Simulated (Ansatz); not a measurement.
# Cl2FH2HfN: the cost of one run

Method: RKS PBE/def2-SVP, in Ansatz 0.2.0.

**1. The system as given**

Bond lengths: Hf1–F2 1.980 Å, Hf1–Cl3 2.520 Å, Hf1–Cl4 2.518 Å, Hf1–N5 2.208 Å, N5–H6 1.060 Å, N5–H7 1.060 Å. Angles: F2–Hf1–Cl3 109.5°, F2–Hf1–Cl4 109.5°, F2–Hf1–N5 109.5°, Cl3–Hf1–Cl4 109.5°, Cl3–Hf1–N5 109.5°, Cl4–Hf1–N5 109.5°, Hf1–N5–H6 120.0°, Hf1–N5–H7 120.0°, H6–N5–H7 120.0°.

Structure file:

```xyz
7

Hf    0.0000    0.0000    0.0000
F     0.0000    0.0000    1.9800
Cl    2.3764    0.0000   -0.8392
Cl   -1.1869    2.0563   -0.8392
N    -1.0409   -1.8034   -0.7359
H    -1.5759   -2.4197   -0.0595
H    -1.0055   -2.0526   -1.7656
```

**2. Preparing the start**

Input file input.yaml:

```yaml
crystal:
  periodic: [false, false, false]
  atoms:
    - { symbol: Hf, position_ang: [0.0, 0.0, 0.0] }
    - { symbol: F, position_ang: [0.0, 0.0, 1.98] }
    - { symbol: Cl, position_ang: [2.3764, 0.0, -0.8392] }
    - { symbol: Cl, position_ang: [-1.1869, 2.0563, -0.8392] }
    - { symbol: "N", position_ang: [-1.0409, -1.8034, -0.7359] }
    - { symbol: H, position_ang: [-1.5759, -2.4197, -0.0595] }
    - { symbol: H, position_ang: [-1.0055, -2.0526, -1.7656] }
basis:
  gaussian: { orbitals: def2-SVP }
hamiltonian:
  xc: pbe
relax:
  f_tol: 0.02
  max_steps: 40
output:
  orbitals: {}
```

On the command line:

```console
$ ansatz run input.yaml --threads 2 --pin off --max-ram 3072MiB --backend cpu --events-out ev --progress --plain --runs-dir out
```

What time and memory should one allow on 2 threads of Intel Xeon 6975P-C (Granite Rapids), shared host?

About 13 s, with a peak of 0.23 GiB.
